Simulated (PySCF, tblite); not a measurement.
# C₄H₁₁NOSi₂: geometry, infrared bands and NMR shifts

Aim: predict the infrared bands and NMR shifts of C₄H₁₁NOSi₂ (`CNC(=O)[SiH2]/C=C/[SiH3]`).

Programs: tblite 0.8.0 and PySCF 2.14.0, with density-fitted response routines of our own. Each step states its level of theory. These are calculated values for one molecule in the gas phase, unless marked as measured. Atoms count from 0, in the outputs and in this text.

## (1) The molecule as given

19 atoms, charge 0, multiplicity 1; geometry from: force field or distance geometry start.

Bonds of the start (Å): C0–N1 1.45, N1–C2 1.42, C2–O3 1.28, C2–Si4 1.85, Si4–C5 1.86, C5–C6 1.34, C6–Si7 1.86, C0–H8 1.11, C0–H9 1.10, C0–H10 1.12, N1–H11 1.07, Si4–H12 1.47, Si4–H13 1.46, C5–H14 1.09, C6–H15 1.07, Si7–H16 1.49, Si7–H17 1.46, Si7–H18 1.47.

## (2) Geometry optimisation with GFN2-xTB

What the job is given:

```
{"job": {"kind": "relax", "xc": "GFN2-xTB", "basis": "xTB"}, "charge": 0, "multiplicity": 1}
C     -3.002800     1.539600     0.464600
N     -2.152000     0.415800     0.810500
C     -1.496100    -0.284100    -0.241000
O     -1.649400     0.043700    -1.467100
Si    -0.422100    -1.708100     0.266500
C      1.264300    -1.022600     0.632300
C      1.861200    -0.377400    -0.379000
Si     3.548600     0.373700    -0.191500
H     -3.889600     1.106900    -0.046700
H     -3.249700     2.169800     1.336500
H     -2.476900     2.170000    -0.297500
H     -2.021200     0.131400     1.832100
H     -0.273500    -2.648500    -0.849200
H     -0.998500    -2.351400     1.439400
H      1.728200    -1.133100     1.611000
H      1.344500    -0.291400    -1.316900
H      3.557600     1.495600    -1.174200
H      3.739900     1.001800     1.107800
H      4.577700    -0.622200    -0.514700
```

On the command line:

```bash
> OMP_NUM_THREADS=1 python probes_run.py task.json out
```

One launch serves the whole session: the jobs run in the order shown.

**Question.** This job is followed by: GFN2-xTB harmonic vibrations, gas phase; GIAO PBE0/pcSseg-1 NMR shielding, non-relativistic, gas phase. Predict these results of the whole session: strongest single infrared mode (GFN2-xTB); zero-point energy (GFN2-xTB); 13C shifts against TMS (PBE0/pcSseg-1); 1H shifts against TMS (PBE0/pcSseg-1, means over atoms taken as alike); 15N shifts against NH3 (PBE0/pcSseg-1); 17O shifts against H2O (PBE0/pcSseg-1); 29Si shifts against TMS (PBE0/pcSseg-1); surface potential, 1st and 99th percentile.

As calculated:

```
                                                              quantity                                   value
                             strongest single infrared mode (GFN2-xTB)                   2248 cm⁻¹, 529 km/mol
                                          zero-point energy (GFN2-xTB)                           83.9 kcal/mol
                                13C shifts against TMS (PBE0/pcSseg-1)           181.1, 159.5, 147.8, 23.9 ppm
1H shifts against TMS (PBE0/pcSseg-1, means over atoms taken as alike)  7.97, 6.97, 5.22, 4.37, 4.18, 3.17 ppm
                                15N shifts against NH3 (PBE0/pcSseg-1)                               145.7 ppm
                                17O shifts against H2O (PBE0/pcSseg-1)                               469.0 ppm
                               29Si shifts against TMS (PBE0/pcSseg-1)                        -71.5, -73.4 ppm
                                 surface potential, 1st and 99th percentile                      -1.84 V and 1.82 V
```

**Reading.** The optimisation took 177 steps and gained 0.634 eV; among the close pairs (by a distance rule), N1–C2 changed most, from 1.423 to 1.351 Å. No mode is imaginary among the 51: a minimum at this level. Unscaled tight-binding wavenumbers are off by several per cent, some by more. Its intensities can rank the bands wrongly. At PBE0/pcSseg-1: Shielding is most anisotropic at O3 (span 919 ppm, paramagnetic term -537 ppm). At PBE0/pcSseg-1, counted by nearest atom on the grid, the HOMO lies on O3 59 %; C2 11 %, the LUMO on C5, C6 about 28 % each; Si4 6 %.
